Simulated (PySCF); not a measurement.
# A diatomic session: ZnS

The task here is to estimate one member of a computed series from the others.

Method: Zn def2-TZVPP, S def2-TZVPP, no relativity; program: PySCF 2.14.0.

The first run:

A driver script around PySCF takes these settings:

* atoms: Zn, S
* charge: 0
* basis: Zn def2-TZVPP, S def2-TZVPP
* Hamiltonian: no relativity
* basis functions: 106
* electrons treated: 46
* masses in u: 63.9291, 31.9721
* levels: PBE0, PBE, r²SCAN, BP86, LDA, BHandHLYP, M06, ωB97M-V, HF, MP2, SCS-MP2, CCSD, CCSD(T)
* grid: 80 radial by 434 angular points
* occupations: held fixed by the projection of orbital angular momentum
* dissociation limit: Zn + S, each in its ground configuration
* starting distance in angstrom: 2.175
* values of 2S to try: 0, 2

Command:

```console
OMP_NUM_THREADS=2 python dia.py task.json out
```

Steps of the session up to this table: Set-up; First curve: PBE0; Other states along the same grid; PBE; r²SCAN (meta-GGA); BP86 (GGA); LDA (local density); BHandHLYP (global hybrid GGA); M06 (hybrid meta-GGA); ωB97M-V; RHF (mean field); MP2 and coupled cluster.

One of the session's tables, all rows but one given; the rest of the session is left out.

It belongs to the step «The curves together». Energy (eV) from each level's lowest point:

```
R (Å)    RHF  RHF-MP2  RHF-SCS-MP2  RHF-CCSD  RHF-CCSD(T)
1.772  1.337    1.019        1.125       n/a          n/a
1.855  0.634    0.435        0.507     0.545        0.542
1.937  0.229    0.123        0.164     0.186        0.185
1.999      ?        ?            ?         ?            ?
2.061  0.000    0.000        0.000     0.000        0.000
2.123  0.000    0.045        0.025     0.012        0.014
2.205  0.074    0.178        0.132     0.099        0.105
2.308  0.238    0.426        0.347     0.279        0.293
2.432  0.482    0.786        0.668     0.552        0.578
2.597  0.814    1.289        1.122       n/a          n/a
```

**Question.** Estimate the row for R (Å) = 1.999.

Worked estimate for «RHF». A straight line through the neighbours (1.937, 0.229) and (2.061, 0.000) gives 0.229 + (0.000 − 0.229) × (1.999 − 1.937) / (2.061 − 1.937) = 0.114; a parabola fitted to 4 rows on both sides gives 0.063.

As computed: RHF: 0.069; RHF-MP2: 0.020; RHF-SCS-MP2: 0.040; RHF-CCSD: 0.051; RHF-CCSD(T): 0.050. In «RHF» the line misses by +0.045 and the parabola by -0.006.
